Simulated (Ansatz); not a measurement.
# AlN: an axial (c/a) deformation path

An exercise on one series of results from a longer session: the logs are not shown, and one member is left open.

Method: DFT r2SCAN, scalar-relativistic, plane waves, PAW, in Ansatz 0.2.0.

## The system as given

It takes space group P6_3mc (No. 186, hexagonal). Conventional cell: a = 3.111 Å, b = 3.111 Å, c = 4.978 Å, α = 90.00°, β = 90.00°, γ = 120.00°. Al (site symmetry 3m) is surrounded by 4 N at 1.89 to 1.92 Å. Around N (site symmetry 3m) lie 4 Al at 1.89 to 1.92 Å.

Coordinates:

```xyz
4
Lattice="3.1110 0.0000 0.0000 -1.5555 2.6942 0.0000 0.0000 0.0000 4.9780" Properties=species:S:1:pos:R:3 pbc="T T T"
Al    0.0000    1.7961    0.0000
Al    1.5555    0.8981    2.4890
N     0.0000    1.7961    1.9165
N     1.5555    0.8981    4.4055
```

The cell is taken as given, not relaxed at this level.

The first run:

File input.yaml:

```yaml
crystal:
  lattice:
    - [3.1110021516, 0.0, 0.0]
    - [-1.5555010758, 2.6942068945, 0.0]
    - [0.0, 0.0, 4.978]
  atoms:
    - { symbol: Al, position: [0.3333333333, 0.6666666667, 0.0] }
    - { symbol: Al, position: [0.6666666667, 0.3333333333, 0.5] }
    - { symbol: "N", position: [0.3333333333, 0.6666666667, 0.385] }
    - { symbol: "N", position: [0.6666666667, 0.3333333333, 0.885] }
basis:
  ecutwfc: 500
kpoints:
  mp_grid: { grid: [12, 12, 6] }
hamiltonian:
  xc: r2scan
scf:
  occupations: { method: gaussian, width: 0.05 }
output:
  forces: true
  stress: true
  eigenvalues: true
  write_density: true
  write_potential: true
  elf: true
  volumetric_format: npy
```

Run with:

```sh
$ ansatz run input.yaml --threads 1 --pin off --max-ram 2560MiB --backend cpu --events-out ev --progress --plain --runs-dir out
```

Steps of the session up to this table: Zero of the scan; Point ρ = 0.850; Point ρ = 1.200; Point ρ = 0.920; At ρ = 1.100; ρ = 0.960; Point ρ = 1.050; Point ρ = 0.800; Point ρ = 1.300.

One of the session's tables, all rows but one given; the rest of the session is left out.

Collected from the runs (energy zero: the undisturbed cell):

```
    ρ  ΔE (meV/atom)  pressure (GPa)  gap on the mesh (eV)
0.800          446.6            10.0                  4.30
0.850          229.2             4.0                  4.36
0.920           56.2            -0.1                  4.55
0.960              ?               ?                     ?
1.000            0.0            -0.6                  4.80
1.050           23.6             0.8                  4.88
1.100           83.0             3.2                  4.66
1.200          285.9            10.3                  3.68
1.300          571.5            19.4                  2.39
```

Q: Estimate the row for ρ = 0.960 from the others.

Worked estimate for «ΔE (meV/atom)». A straight line through the neighbours (0.920, 56.2) and (1.000, 0.0) gives 56.2 + (0.0 − 56.2) × (0.960 − 0.920) / (1.000 − 0.920) = 28.1; a parabola fitted to 4 rows on both sides gives 10.6.

**Answer.** ΔE (meV/atom): 11.9; pressure (GPa): -0.8; gap on the mesh (eV): 4.68. In «ΔE (meV/atom)» the line misses by +16.2 and the parabola by -1.3.
